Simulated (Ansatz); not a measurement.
# GaAs: pressure up to the limit of the methods

One table from this session's results is given with a row withheld; the runs are named, their logs left out.

Method: DFT LDA, with the methods named in each step, in Ansatz 0.2.0.

### The starting structure

Symmetry: F-43m, No. 216, cubic system. The conventional cell has a = 5.795 Å, b = 5.795 Å, c = 5.795 Å, α = 90.00°, β = 90.00°, γ = 90.00°. Ga (site symmetry -43m) has 4 As at 2.51 Å in its first shell of neighbours. Around As (site symmetry -43m) lie 4 Ga at 2.51 Å.

Structure file:

```cif
data_structure
_symmetry_space_group_name_H-M 'F-43m'
_symmetry_Int_Tables_number 216
_cell_length_a 5.7953
_cell_length_b 5.7953
_cell_length_c 5.7953
_cell_angle_alpha 90.000
_cell_angle_beta 90.000
_cell_angle_gamma 90.000
_cell_volume 194.63
loop_
_atom_site_label
_atom_site_type_symbol
_atom_site_symmetry_multiplicity
_atom_site_Wyckoff_symbol
_atom_site_fract_x
_atom_site_fract_y
_atom_site_fract_z
_atom_site_occupancy
Ga1 Ga 4 a 0.00000 0.00000 0.00000 1
As1 As 4 d 0.25000 0.25000 0.75000 1
```

The file gives the conventional cell by its symmetry; the runs use the cell typed in the input.

Whether this phase is the stable one at these pressures isn't tested.

Atoms are numbered in the order of the input: Ga1, As2.

The first run:

File input.yaml:

```yaml
crystal:
  lattice:
    - [0.0, 2.897629242, 2.897629242]
    - [2.897629242, 0.0, 2.897629242]
    - [2.897629242, 2.897629242, 0.0]
  atoms:
    - { symbol: Ga, position: [0.0, 0.0, 0.0] }
    - { symbol: As, position: [0.25, 0.25, 0.25] }
kpoints:
  mp_grid: { grid: [13, 13, 13] }
scf:
  occupations: { method: fermi_dirac, width: 0.08 }
hamiltonian:
  xc: lda
  pseudopotentials: { kind: paw }
output:
  forces: true
  stress: true
  write_density: true
  write_potential: true
  elf: true
  volumetric_format: npy
relax:
  f_tol: 0.005
  max_steps: 40
  cell: {}
```

The run is started by

```sh
> ansatz run input.yaml --threads 1 --pin off --max-ram 2048MiB --backend cpu --events-out ev --progress --plain --runs-dir out
```

Among the steps run: Cell relaxed at zero pressure, PAW; Volume scaled by 1, PAW; Volume scaled by 1, PAW (level accurate); Volume scaled by 0.94, PAW; Volume scaled by 0.94, PAW (partial_waves polarizable); Volume scaled by 0.88, PAW; Volume scaled by 0.8, PAW; Volume scaled by 0.72, PAW; Volume scaled by 0.64, PAW; Volume scaled by 0.64, PAW (partial_waves polarizable); Volume scaled by 0.55, PAW; Volume scaled by 0.55, PAW (cutoff 800 eV).

One table of the session follows, with a row left open; its other results are not shown here.

```
                         method  volume over the first  volume (Å³/atom)  pressure (GPa)
                            PAW                      1            21.993            0.00
                            PAW                   0.94            20.673            5.29
                            PAW                   0.88            19.354           12.72
                            PAW                    0.8                 ?               ?
                            PAW                   0.72            15.835           51.21
                            PAW                   0.64            14.075           90.00
                            PAW                   0.55            12.096          166.83
            PAW (cutoff 800 eV)                   0.55            12.096          166.74
           PAW (level accurate)                      1            21.993            0.03
PAW (partial_waves polarizable)                   0.94            20.673            5.29
PAW (partial_waves polarizable)                   0.64            14.075           90.00
```

**Question.** Estimate the row for PAW, 0.8.

As computed: volume (Å³/atom): 17.594; pressure (GPa): 27.53. In the column «volume (Å³/atom)» it lies between PAW, 0.72 (15.835) and PAW, 0.88 (19.354).

To keep in mind: Warnings in the runs' records: written density without core change.
